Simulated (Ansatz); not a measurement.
## RbMgNbO3 in Ansatz: convergence with k mesh

Crystal: RbMgNbO3.

```
Nb Rb Mg O
1.0
     4.10760   -3.22119    0.00000
     4.10760    3.22119    0.00000
    -1.57858    0.00000    4.97594
Nb Rb Mg O
1 1 1 3
Direct
  0.09262 0.09262 0.90485
  0.49549 0.49549 0.49993
  0.83013 0.83013 0.16692
  0.43897 0.93773 0.06027
  0.93773 0.43897 0.06027
  0.93840 0.93840 0.55777
```

The cell comes from a database or a generator and needn't be the stable form of this composition.

- Program: Ansatz 0.2.0
- Task: convergence study
- Functional: PBEsol
- Potentials or basis: Ansatz PAW earlier set
- Cutoff: 900 eV
- Density cutoff: 3600 eV
- k mesh: 2 × 2 × 2
- Occupations: methfessel-paxton, width 0.05 eV
- Spin: no spin polarisation

These are the settings of the first run; the series varies k mesh, with any setting tied to it.

Hardware: 2 threads of Arm Neoverse V2, on a shared host.

| k mesh | energy less the tightest run, at zero smearing (meV/atom) | pressure (GPa) | largest force (eV/Å) | gap on the mesh (eV) | SCF cycles | CPU time (s) | peak memory (GiB) |
| --- | --- | --- | --- | --- | --- | --- | --- |
| 2 × 2 × 2 | 5.67 | -2.63 | 0.904 | 1.832 | 10 | 6.7 | 0.67 |
| 3 × 3 × 3 | -0.35 | -2.77 | 0.897 | 1.967 | 11 | 17 | 0.6 |
| 4 × 4 × 4 | 0.03 | -2.75 | 0.899 | 1.838 | 10 | 36 | 0.69 |
| 5 × 5 × 5 | 0.00 | -2.76 | 0.898 | 1.891 | 11 | 63 | 0.81 |
| 6 × 6 × 6 | 0.00 | -2.76 | 0.898 | 1.838 | 11 | 100 | 1 |
| 8 × 8 × 8 | 0.00 | -2.76 | 0.898 | 1.838 | 11 | 250 | 1.6 |
| 9 × 9 × 9 | 0.00 | -2.76 | 0.899 | 1.852 | 11 | 340 | 2 |

Against the tightest run, the energy stays within 1 meV/atom from 3 × 3 × 3 on; the pressure stays within 0.1 GPa from 3 × 3 × 3 on; the largest force stays within 0.005 eV/Å from 3 × 3 × 3 on. Not settled before the last step: the gap on the mesh (to 0.01 eV). Meshes of other sizes hit other points, so gaps and Fermi surfaces needn't settle smoothly. The tightest run that finished is the yardstick and may itself not be fully converged.

Caveat, for the tightest run too: odd divisions of the mesh miss points on the zone boundary, where band edges often lie, so the gap on the mesh can be too wide; the PAW data sets come from PBE, with cores solved anew for the run's functional, which leaves a small shift of forces and pressure.
